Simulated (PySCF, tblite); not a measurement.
**C₅H₉ClO₂Si: geometry, infrared bands and NMR shifts**

What infrared bands and NMR shifts should C₅H₉ClO₂Si (`O=C[C@@H]1C[C@]1(Cl)CO[SiH3]`) show?

Programs: tblite 0.8.0 and PySCF 2.14.0, with density-fitted response routines of our own. Each step states its level of theory. These are calculated values for one molecule in the gas phase, unless marked as measured. Atoms are numbered from 0 throughout.

## 1. Starting geometry

18 atoms, charge 0, multiplicity 1; geometry from: force field or distance geometry start.

Bonds of the start (Å): O0–C1 1.22, C1–C2 1.49, C2–C3 1.51, C3–C4 1.52, C4–Cl5 1.78, C4–C6 1.52, C6–O7 1.42, O7–Si8 1.66, C4–C2 1.51, C1–H9 1.10, C2–H10 1.09, C3–H11 1.09, C3–H12 1.07, C6–H13 1.10, C6–H14 1.10, Si8–H15 1.47, Si8–H16 1.48, Si8–H17 1.48.

## 2. Geometry optimisation with GFN2-xTB

What the job is given:

```
{"job": {"kind": "relax", "xc": "GFN2-xTB", "basis": "xTB"}, "charge": 0, "multiplicity": 1}
O     -1.470600     0.574900    -2.005300
C     -1.624500    -0.456500    -1.380200
C     -1.780300    -0.464100     0.104100
C     -1.881700     0.838900     0.868200
C     -0.642400    -0.026900     1.002300
Cl    -0.466300    -0.934800     2.517700
C      0.661700     0.457900     0.387000
O      1.302200    -0.643000    -0.250200
Si     2.805700    -0.402800    -0.916600
H     -1.622900    -1.449800    -1.855900
H     -2.398000    -1.289200     0.456300
H     -2.573100     0.866200     1.715000
H     -1.822500     1.767200     0.339400
H      1.304400     0.858300     1.184800
H      0.477000     1.268500    -0.331300
H      3.248200    -1.636400    -1.584700
H      3.749200    -0.033300     0.166300
H      2.725200     0.711400    -1.888700
```

The run is started by

```console
$ OMP_NUM_THREADS=1 python probes_run.py task.json out
```

One launch serves the whole session: the jobs run in the order shown.

**Question.** This job is followed by: GFN2-xTB harmonic vibrations, gas phase; GIAO PBE0/pcSseg-1 NMR shielding, non-relativistic, gas phase. Predict these results of the whole session: strongest single infrared mode (GFN2-xTB); zero-point energy (GFN2-xTB); 13C shifts against TMS (PBE0/pcSseg-1); 1H shifts against TMS (PBE0/pcSseg-1, means over atoms taken as alike); 17O shifts against H2O (PBE0/pcSseg-1); 35Cl shifts against HCl (PBE0/pcSseg-1); 29Si shifts against TMS (PBE0/pcSseg-1).

As calculated:

```
                                                              quantity                                          value
                             strongest single infrared mode (GFN2-xTB)                           838 cm⁻¹, 361 km/mol
                                          zero-point energy (GFN2-xTB)                                  78.9 kcal/mol
                                13C shifts against TMS (PBE0/pcSseg-1)              205.4, 68.7, 63.7, 38.3, 28.7 ppm
1H shifts against TMS (PBE0/pcSseg-1, means over atoms taken as alike)  10.48, 4.77, 4.18, 4.07, 2.42, 1.87, 1.46 ppm
                                17O shifts against H2O (PBE0/pcSseg-1)                                665.8, 14.6 ppm
                               35Cl shifts against HCl (PBE0/pcSseg-1)                                        206 ppm
                               29Si shifts against TMS (PBE0/pcSseg-1)                                      -34.8 ppm
```

Over 136 steps the energy fell by 0.234 eV; of the close pairs, O7–Si8 changed most, 1.662 to 1.625 Å. All 48 modes are real, so the xTB geometry is a minimum. The strongest single mode, at 838 cm⁻¹, has its largest shares on Si8, H16 and H17 (the list is cut at 3 atoms). Unscaled tight-binding wavenumbers are off by several per cent, some by more. Its intensities can rank the bands wrongly. C1 (aldehyde carbonyl carbon) lies farthest downfield among carbon, at 205.4 ppm; low-lying n→π* states of the double bond to the heteroatom give a large paramagnetic term (-264 ppm). The most deshielded hydrogen is H9 (hydrogen on an aldehyde carbonyl carbon), at 10.48 ppm: deshielded by the polar, anisotropic C=O bond. At PBE0/pcSseg-1: Shielding is most anisotropic at O0 (span 1353 ppm, paramagnetic term -733 ppm).
